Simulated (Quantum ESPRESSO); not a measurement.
Mo:

```
Mo
1.0
    -1.53000    1.53000    1.53000
     1.53000   -1.53000    1.53000
     1.53000    1.53000   -1.53000
Mo
1
Direct
  0.00000 0.00000 0.00000
```

The cell was built by a generator and needn't be a form met in nature.

Base run:

```yaml
Program: Quantum ESPRESSO 7.5
Functional: LDA
Potentials_or_basis: GBRV 1.5 LDA
Cutoff: 612 eV
Density_cutoff: 4898 eV
k_mesh: 18 × 18 × 18
Occupations: methfessel-paxton, width 0.1 eV
Spin: no spin polarisation
```

Its results: band gap on the k mesh none (metal or under the smearing width); pressure 15.7 GPa.

The run is repeated on the same cell with these changes: functional from LDA to PBEsol; potentials or basis from GBRV 1.5 LDA to GBRV 1.5 PBEsol. What comes out?

Band gap on the k mesh none (metal or under the smearing width); pressure 20.8 GPa.

Caveats: so large a pressure means that the cell lies far from this level's equilibrium, or that cutoff or potentials fall short.
